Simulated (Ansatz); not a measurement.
Born–Oppenheimer molecular dynamics of a periodic cell of 36 atoms, Tl (start crystal Tl, start structure hcp, volume 1.1 times the crystal's). It starts from a structure without forces on its atoms.

Computed with DFT PBE, scalar-relativistic, plane waves, PAW in Ansatz. Settings: cutoff 420 eV, k mesh 1x1x1, fermi-dirac smearing 0.11 eV, no spin polarisation.

```
ensemble        : NVT, Langevin thermostat
time step       : 4.5 fs
steps asked     : 250
set temperature : 1300 K
friction        : 0.02 /fs
seed            : 513714
```

Frames 45 fs apart, positions in Å, forces in eV/Å.

Velocities at 720 fs (Å/ps):

```
Tl -1.75 0.86 4.11
Tl 1.21 5.68 -1.18
Tl -0.50 2.33 -1.65
Tl 0.55 0.51 -4.88
Tl 2.93 -3.18 -0.60
Tl 1.70 -4.72 -1.34
Tl -2.26 0.42 1.53
Tl -1.80 -2.59 -2.19
Tl -1.91 0.61 -2.77
Tl -1.44 1.79 6.42
Tl 0.34 1.15 0.67
Tl -0.60 -2.34 -1.72
Tl -3.99 0.33 1.08
Tl 1.37 -0.21 -1.01
Tl -0.07 -1.95 -1.83
Tl 3.36 -1.03 -0.49
Tl 0.90 -0.14 -1.90
Tl -0.31 1.93 2.43
Tl 3.78 -3.73 0.99
Tl -0.53 1.60 2.04
Tl -0.13 0.70 1.15
Tl -3.69 -1.75 2.50
Tl -1.87 -1.26 -1.62
Tl -2.01 -0.28 0.07
Tl 0.85 -2.58 -2.21
Tl -2.99 -1.50 0.77
Tl 1.81 -0.17 -2.03
Tl -0.55 1.17 0.21
Tl 3.40 -2.08 0.41
Tl 4.47 1.67 -1.99
Tl 1.98 1.23 0.67
Tl 0.49 2.14 3.38
Tl 4.18 -2.05 1.92
Tl 1.24 0.91 2.66
Tl -1.69 2.35 0.99
Tl -0.95 -3.07 -0.22
```

```xyz
36
Lattice="10.7151 0.0000 0.0000 -5.3575 9.2795 0.0000 0.0000 0.0000 11.4223" Properties=species:S:1:pos:R:3:forces:R:3 time_fs=720 energy_less_start_eV=-2.427 T=1150
Tl -1.199 -0.358 0.254 0.12 -0.25 0.61
Tl 0.877 2.005 3.327 0.40 0.50 -0.54
Tl 0.251 0.184 5.478 0.21 -0.61 0.63
Tl 0.185 1.413 8.954 0.67 0.72 0.22
Tl -1.396 2.718 0.480 0.02 0.03 0.17
Tl -1.561 4.694 2.914 0.22 -0.09 -0.25
Tl -2.318 3.092 6.009 0.20 -0.25 0.07
Tl -2.350 5.541 9.047 0.79 -1.14 0.13
Tl -4.056 6.407 0.075 0.58 0.53 -0.29
Tl -4.215 8.188 2.452 -0.26 -0.33 0.25
Tl -3.278 6.054 5.262 -0.78 0.19 -0.06
Tl -3.759 7.696 8.023 -0.65 1.13 -0.62
Tl 3.657 -0.166 1.504 0.27 0.62 -0.36
Tl 4.038 2.448 3.340 -0.46 -1.24 0.24
Tl 3.538 -0.255 6.169 0.23 0.54 -0.52
Tl 3.198 2.269 8.604 0.79 -0.01 0.81
Tl 1.524 3.620 -0.505 -0.17 0.32 0.18
Tl 2.263 4.898 3.341 -0.47 0.66 0.25
Tl 1.280 2.883 6.454 -0.18 0.29 -0.83
Tl 1.642 5.361 8.155 0.25 0.13 0.08
Tl -0.864 6.257 0.179 -0.16 -0.59 0.08
Tl 0.205 7.820 3.397 0.45 -0.51 0.71
Tl -0.455 5.576 5.864 0.74 0.20 -0.38
Tl 0.156 7.970 8.103 0.21 0.10 -0.04
Tl 6.612 -1.157 -0.293 0.32 -0.14 0.00
Tl 6.625 1.254 1.710 0.54 -0.97 0.81
Tl 7.885 0.100 5.871 -0.64 -0.06 0.19
Tl 6.530 2.389 8.379 0.10 -0.34 0.57
Tl 6.001 3.400 0.099 0.28 0.12 -1.11
Tl 5.519 4.790 3.010 0.60 1.25 0.22
Tl 4.870 3.748 6.389 -0.13 0.29 -0.92
Tl 4.750 5.838 8.645 -0.36 -0.17 0.42
Tl 3.910 5.463 0.158 -1.60 0.02 0.30
Tl 3.624 8.365 3.273 -0.70 -0.05 -0.42
Tl 3.575 6.483 5.777 -0.12 0.00 0.01
Tl 3.502 8.890 8.779 -1.33 -0.88 -0.60
36
Lattice="10.7151 0.0000 0.0000 -5.3575 9.2795 0.0000 0.0000 0.0000 11.4223" Properties=species:S:1:pos:R:3:forces:R:3 time_fs=765 energy_less_start_eV=-2.542 T=1508
Tl -1.277 -0.306 0.511 0.17 -0.46 -0.91
Tl 0.880 2.213 3.309 0.18 -0.07 -0.34
Tl 0.217 0.171 5.455 0.71 -0.34 0.44
Tl 0.168 1.442 8.745 0.51 0.44 0.53
Tl -1.297 2.650 0.474 -0.04 0.11 -0.15
Tl -1.500 4.494 2.861 -0.02 0.16 0.18
Tl -2.339 3.070 5.985 0.20 -0.12 0.08
Tl -2.432 5.345 9.008 0.69 -0.91 0.09
Tl -4.085 6.370 -0.047 0.64 1.04 -0.01
Tl -4.263 8.191 2.560 0.06 -0.64 0.07
Tl -3.384 6.089 5.329 -0.66 -0.13 -0.34
Tl -3.861 7.569 7.924 -0.12 1.27 -0.52
Tl 3.481 -0.186 1.461 0.87 0.59 -0.38
Tl 4.007 2.333 3.409 -0.10 -0.17 0.13
Tl 3.643 -0.370 6.029 -0.09 0.60 -0.28
Tl 3.263 2.160 8.592 0.67 -0.05 0.71
Tl 1.631 3.597 -0.550 -0.29 0.11 0.15
Tl 2.234 5.018 3.528 -0.07 0.26 0.18
Tl 1.362 2.792 6.412 0.11 0.90 -0.82
Tl 1.613 5.452 8.235 0.32 -0.40 -0.33
Tl -0.946 6.221 0.216 0.05 -0.28 -0.04
Tl 0.099 7.768 3.541 0.27 -0.19 0.14
Tl -0.529 5.597 5.724 0.94 -0.20 -0.18
Tl 0.136 7.932 8.114 -0.11 0.40 -0.20
Tl 6.637 -1.216 -0.427 0.11 -0.27 0.28
Tl 6.522 1.167 1.664 0.39 -1.02 0.92
Tl 7.942 0.078 5.853 -1.18 0.52 0.41
Tl 6.444 2.358 8.334 0.20 -0.49 0.60
Tl 6.125 3.378 0.086 0.42 0.15 -1.12
Tl 5.637 4.862 2.930 0.02 0.35 0.45
Tl 4.930 3.885 6.388 -0.21 0.52 -1.01
Tl 4.671 5.872 8.694 -0.62 -0.45 0.46
Tl 3.952 5.404 0.245 -1.80 0.07 0.39
Tl 3.684 8.491 3.294 -1.29 -0.08 0.01
Tl 3.506 6.607 5.774 0.14 -0.58 0.31
Tl 3.428 8.951 8.781 -1.08 -0.65 0.07
36
Lattice="10.7151 0.0000 0.0000 -5.3575 9.2795 0.0000 0.0000 0.0000 11.4223" Properties=species:S:1:pos:R:3:forces:R:3 time_fs=810 energy_less_start_eV=-2.282 T=1058
Tl -1.344 -0.257 0.632 0.39 -0.56 -1.45
Tl 0.807 2.365 3.416 0.02 -0.40 -0.49
Tl 0.190 0.159 5.512 0.82 -0.74 0.05
Tl 0.214 1.488 8.577 -0.33 -0.44 1.35
Tl -1.201 2.636 0.529 -0.10 0.11 -0.48
Tl -1.458 4.507 2.801 -0.27 0.45 0.37
Tl -2.285 3.042 5.891 0.04 0.31 0.19
Tl -2.523 5.189 9.037 0.57 -0.88 -0.26
Tl -4.050 6.410 -0.080 -0.05 1.21 0.19
Tl -4.238 8.046 2.658 0.13 -0.30 0.00
Tl -3.598 6.072 5.482 0.13 -0.76 -1.43
Tl -3.965 7.436 7.779 0.15 1.98 0.62
Tl 3.484 -0.163 1.422 0.49 0.25 -0.28
Tl 3.917 2.184 3.448 0.20 0.20 0.07
Tl 3.781 -0.382 5.874 -0.45 0.63 0.05
Tl 3.443 2.146 8.705 0.13 -0.04 0.34
Tl 1.673 3.611 -0.547 -0.46 -0.12 0.15
Tl 2.346 5.018 3.560 0.06 0.37 0.03
Tl 1.288 2.750 6.356 0.97 1.51 -0.51
Tl 1.598 5.534 8.421 0.30 -0.88 -0.42
Tl -1.031 6.160 0.155 0.54 -0.09 0.00
Tl 0.109 7.842 3.601 0.50 -0.25 -0.45
Tl -0.603 5.697 5.577 0.72 -0.46 0.00
Tl 0.140 7.879 8.075 -0.46 0.82 -0.30
Tl 6.649 -1.260 -0.401 -0.17 -0.64 0.18
Tl 6.518 1.054 1.551 0.11 0.18 0.72
Tl 7.947 0.131 5.843 -1.29 0.15 0.37
Tl 6.501 2.253 8.372 0.02 -0.04 0.06
Tl 6.171 3.489 -0.035 0.44 -0.59 -0.56
Tl 5.792 4.805 2.883 -0.11 -0.13 0.26
Tl 4.873 4.053 6.431 0.16 -0.57 -0.61
Tl 4.633 5.855 8.753 -0.82 -0.45 0.84
Tl 3.843 5.464 0.247 -1.09 0.21 0.69
Tl 3.660 8.494 3.335 -1.06 -0.23 0.30
Tl 3.504 6.569 5.848 -0.29 0.28 0.19
Tl 3.166 9.054 8.795 0.05 -0.10 0.22
36
Lattice="10.7151 0.0000 0.0000 -5.3575 9.2795 0.0000 0.0000 0.0000 11.4223" Properties=species:S:1:pos:R:3:forces:R:3 time_fs=855 energy_less_start_eV=-1.714 T=1201
Tl -1.332 -0.281 0.616 0.18 -0.85 -0.76
Tl 0.739 2.472 3.470 -0.12 -0.19 -0.96
Tl 0.092 0.214 5.448 1.69 -0.70 0.55
Tl 0.248 1.405 8.633 -0.16 -0.30 0.97
Tl -1.126 2.563 0.433 -0.38 0.46 -0.09
Tl -1.478 4.634 2.787 -0.27 0.02 0.26
Tl -2.139 2.989 5.789 -0.06 0.87 0.09
Tl -2.434 5.176 8.975 0.38 -0.76 -0.29
Tl -3.937 6.475 -0.133 -0.85 0.71 0.00
Tl -4.178 7.920 2.653 0.02 -0.11 0.08
Tl -3.678 5.932 5.538 0.41 -0.85 -1.54
Tl -3.938 7.465 7.719 -0.04 1.88 0.83
Tl 3.472 -0.159 1.319 0.39 0.34 -0.11
Tl 3.842 2.081 3.496 0.22 0.17 0.12
Tl 3.875 -0.377 5.848 -0.62 0.97 -0.03
Tl 3.638 2.295 8.693 -0.90 -0.16 0.53
Tl 1.583 3.579 -0.521 -0.05 -0.01 0.15
Tl 2.520 4.987 3.564 0.04 0.44 -0.04
Tl 1.217 2.731 6.310 1.11 1.52 0.36
Tl 1.623 5.509 8.538 0.41 -0.47 -0.59
Tl -1.107 6.112 0.187 1.12 -0.15 -0.10
Tl 0.113 7.854 3.480 0.65 0.03 -1.00
Tl -0.569 5.931 5.443 0.49 -1.12 0.39
Tl 0.002 7.787 8.070 -0.26 0.41 0.17
Tl 6.592 -1.282 -0.364 -0.11 -0.57 0.11
Tl 6.497 1.120 1.574 0.26 -0.05 0.75
Tl 7.934 0.201 6.008 -1.57 -0.34 -0.30
Tl 6.480 2.167 8.310 0.55 0.16 0.03
Tl 6.159 3.399 -0.115 0.45 0.07 -0.68
Tl 5.845 4.788 2.790 -0.06 -0.36 0.17
Tl 4.901 4.051 6.511 -0.13 -0.19 -0.55
Tl 4.663 5.888 8.960 -0.51 -0.14 -0.22
Tl 3.846 5.445 0.262 -1.00 0.07 1.12
Tl 3.728 8.539 3.475 -1.41 -0.34 -1.08
Tl 3.582 6.609 5.830 -0.24 0.07 0.53
Tl 3.020 9.136 8.766 0.36 -0.51 1.14
36
Lattice="10.7151 0.0000 0.0000 -5.3575 9.2795 0.0000 0.0000 0.0000 11.4223" Properties=species:S:1:pos:R:3:forces:R:3 time_fs=900 energy_less_start_eV=-1.993 T=1494
Tl -1.274 -0.226 0.539 0.17 -0.88 -0.07
Tl 0.620 2.571 3.428 0.22 -0.15 -0.86
Tl 0.130 0.248 5.365 1.47 -0.61 0.19
Tl 0.381 1.258 8.640 -0.06 -0.15 0.73
Tl -1.165 2.610 0.369 -0.62 0.43 -0.02
Tl -1.489 4.660 2.805 -0.30 0.28 -0.04
Tl -2.020 3.035 5.577 -0.35 0.01 0.20
Tl -2.241 5.305 8.834 0.35 -0.84 -0.16
Tl -3.919 6.669 -0.276 -0.85 0.46 0.07
Tl -4.160 7.889 2.671 -0.17 0.12 -0.01
Tl -3.623 5.782 5.582 0.62 -0.13 -1.14
Tl -3.799 7.530 7.688 -0.51 1.53 0.50
Tl 3.430 -0.064 1.234 0.24 0.30 -0.03
Tl 3.780 2.066 3.563 0.02 0.19 0.24
Tl 3.835 -0.350 5.832 -0.45 0.92 -0.26
Tl 3.557 2.430 8.687 -0.90 0.01 0.47
Tl 1.517 3.542 -0.408 0.24 0.15 -0.06
Tl 2.538 5.009 3.491 0.08 0.30 0.08
Tl 1.300 2.703 6.288 1.08 1.39 0.37
Tl 1.743 5.550 8.537 0.29 -0.07 -0.58
Tl -1.154 6.099 0.121 1.04 -0.26 0.25
Tl 0.142 8.020 3.304 0.24 -0.67 -0.29
Tl -0.501 5.999 5.452 0.73 -0.56 -0.02
Tl -0.120 7.815 8.104 0.08 0.03 0.39
Tl 6.607 -1.283 -0.266 -0.18 -0.46 0.11
Tl 6.541 1.250 1.839 0.41 0.23 0.25
Tl 8.012 0.202 6.301 -1.27 0.29 -1.43
Tl 6.387 2.216 8.325 0.78 -0.13 0.14
Tl 6.164 3.361 -0.139 0.25 0.25 -0.40
Tl 5.913 4.856 2.827 -0.09 -0.63 -0.15
Tl 5.042 4.008 6.405 -0.93 -0.08 -0.36
Tl 4.718 5.867 9.100 -0.10 0.04 -1.27
Tl 3.774 5.488 0.278 -0.67 -0.11 1.58
Tl 3.607 8.532 3.520 -1.25 0.34 -1.73
Tl 3.653 6.725 5.689 0.07 -1.03 1.07
Tl 3.066 9.214 8.897 0.33 -0.50 2.26
36
Lattice="10.7151 0.0000 0.0000 -5.3575 9.2795 0.0000 0.0000 0.0000 11.4223" Properties=species:S:1:pos:R:3:forces:R:3 time_fs=945 energy_less_start_eV=-2.940 T=1433
Tl -1.222 -0.122 0.560 0.32 -0.47 -0.10
Tl 0.586 2.620 3.352 0.70 -0.54 -0.55
Tl 0.228 0.306 5.354 0.26 -0.92 -0.47
Tl 0.419 1.029 8.733 0.76 0.64 0.20
Tl -1.210 2.812 0.378 -0.77 -0.07 -0.23
Tl -1.434 4.632 2.799 -0.40 0.85 -0.35
Tl -1.922 3.115 5.502 -0.39 -0.86 0.40
Tl -2.057 5.232 8.893 -0.16 -0.47 -0.60
Tl -3.907 6.929 -0.272 -0.71 0.29 -0.28
Tl -4.195 7.834 2.799 -0.10 0.73 -0.12
Tl -3.612 5.647 5.578 1.31 0.90 -0.65
Tl -3.834 7.632 7.564 -0.21 0.35 0.56
Tl 3.473 -0.016 1.131 -0.20 0.19 0.14
Tl 3.907 2.024 3.548 -0.22 0.31 0.38
Tl 3.800 -0.296 5.753 -0.03 0.31 -0.36
Tl 3.453 2.609 8.741 -0.30 -0.07 0.31
Tl 1.516 3.645 -0.377 0.25 0.17 -0.12
Tl 2.595 4.903 3.513 0.15 0.45 0.39
Tl 1.417 2.738 6.277 0.79 1.09 0.68
Tl 1.935 5.590 8.416 -0.82 0.24 -0.87
Tl -1.087 6.114 0.068 -0.12 -0.60 0.64
Tl 0.122 8.030 3.140 -0.03 -1.21 0.27
Tl -0.485 5.866 5.469 0.73 0.39 0.11
Tl -0.198 7.951 8.249 0.11 -0.23 0.04
Tl 6.536 -1.478 -0.099 0.90 0.23 -0.02
Tl 6.574 1.295 2.036 0.56 0.66 -0.33
Tl 7.986 0.279 6.456 -0.44 -0.04 -1.01
Tl 6.420 2.202 8.379 0.25 0.04 0.19
Tl 6.120 3.467 -0.082 0.23 -0.01 -0.25
Tl 5.987 4.957 2.825 -0.06 -1.06 -0.27
Tl 5.166 3.934 6.297 -1.68 -1.06 0.14
Tl 4.629 5.803 9.151 1.07 0.21 -0.33
Tl 3.748 5.519 0.508 -0.31 0.09 0.80
Tl 3.438 8.531 3.321 -0.70 0.10 0.36
Tl 3.790 6.675 5.700 -0.05 0.09 0.23
Tl 3.230 9.182 9.147 -0.70 -0.71 1.06
```

Of the whole run (1125 fs, mean temperature of the second half 1331 K): A run of 1.1 ps of so small a system gives no equilibrium averages. Limits of this set-up: coarse k mesh.

Time of the run: 11 min on 4 threads of Intel(R) Xeon(R) 6975P-C (Granite Rapids), with other jobs on the host, peak memory 1.4 GiB.
